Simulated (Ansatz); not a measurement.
# Cl2FH3O2Si2: a ladder of functionals and wavefunction methods

One table from this session's results is given with a row withheld; the runs are named, their logs left out.

Program: Ansatz 0.2.0, Gaussian basis. Level of theory: functionals in def2-TZVPP, the program's frozen cores in correlated methods. These are calculated values, not measurements.

Levels to be run: PBE-D4, r2SCAN-D4, PBE0-D4, B3LYP-D4, ωB97X-V, ωB97M-V, B2PLYP; CCSD(T)/def2-TZVPP; MP2/def2-QZVPP; extrapolation to the limit.

## Structure used throughout

The geometry comes from an earlier relaxation with PBE0-D4 in a triple-zeta def2 set; it is a stationary point, not always the lowest conformer.

SMILES `O[SiH2]O[Si](F)(Cl)Cl`, 10 atoms, charge 0, spin multiplicity 1.

Atoms are counted from 1 here; the program's logs count them from 0.

Bond lengths: O1–Si2 1.632 Å, O1–H8 0.958 Å, Si2–O3 1.647 Å, Si2–H9 1.475 Å, Si2–H10 1.480 Å, O3–Si4 1.597 Å, Si4–F5 1.578 Å, Si4–Cl6 2.022 Å, Si4–Cl7 2.017 Å. Angles: Si2–O1–H8 119.1°, O1–Si2–O3 111.5°, O1–Si2–H9 106.0°, O1–Si2–H10 111.9°, O3–Si2–H9 109.1°, O3–Si2–H10 105.2°, H9–Si2–H10 113.3°, Si2–O3–Si4 148.0°, O3–Si4–F5 109.5°, O3–Si4–Cl6 111.4°, O3–Si4–Cl7 109.9°, F5–Si4–Cl6 107.8°, F5–Si4–Cl7 107.9°, Cl6–Si4–Cl7 110.3°.

The first run:

in.yaml reads:

```yaml
crystal:
  periodic: [false, false, false]
  atoms:
    - {symbol: O, position_ang: [-1.547793, 1.236725, -1.028707]}
    - {symbol: Si, position_ang: [-0.828429, -0.223248, -1.153461]}
    - {symbol: O, position_ang: [0.495981, -0.328316, -0.180166]}
    - {symbol: Si, position_ang: [1.108969, -0.207256, 1.289818]}
    - {symbol: F, position_ang: [1.587059, 1.275360, 1.540068]}
    - {symbol: Cl, position_ang: [-0.264881, -0.660788, 2.702245]}
    - {symbol: Cl, position_ang: [2.716824, -1.413056, 1.463248]}
    - {symbol: H, position_ang: [-1.111951, 2.004557, -1.400883]}
    - {symbol: H, position_ang: [-1.831908, -1.209296, -0.710314]}
    - {symbol: H, position_ang: [-0.323870, -0.474681, -2.521828]}
basis:
  gaussian: {orbitals: def2-TZVPP}
hamiltonian: {xc: pbe, dispersion: d4}
output: {forces: true, orbitals: {seedname: orbitals}}
```

Started as:

```sh
> ansatz run in.yaml --threads 2 --pin off --events-out ev --progress --plain --max-ram 32768MiB --backend cuda --devices 0, --max-vram 18GiB
```

Steps of the session up to this table: PBE-D4 (GGA); r2SCAN-D4 (meta-GGA); PBE0-D4 (hybrid); B3LYP-D4 (hybrid); ωB97X-V (range-separated); ωB97M-V (range-separated); B2PLYP (double hybrid); CCSD(T) in def2-TZVPP; MP2 in def2-QZVPP.

One table of the session follows, with a row left open; its other results are not shown here.

```
            method  atomisation energy (kJ/mol)
            PBE-D4                       3948.7
         r2SCAN-D4                       3943.5
           PBE0-D4                       3876.0
          B3LYP-D4                       3881.5
           ωB97X-V                       3944.4
           ωB97M-V                            ?
            B2PLYP                       3866.6
     HF/def2-TZVPP                       2884.3
    MP2/def2-TZVPP                       3968.6
   CCSD/def2-TZVPP                       3753.4
CCSD(T)/def2-TZVPP                       3818.4
           MP2/CBS                       4106.3
       CCSD(T)/CBS                       3956.1
```

Q: Estimate the row for ωB97M-V from the others.

As computed: atomisation energy (kJ/mol): 3947.1. In the column «atomisation energy (kJ/mol)» it lies between ωB97X-V (3944.4) and PBE-D4 (3948.7).

Limits of these values: Free atoms (2 O, 2 Si, 1 F, 2 Cl, 3 H) were run apart at each level; the atomisation energy is their sum less the molecule, without zero-point or spin-orbit terms.
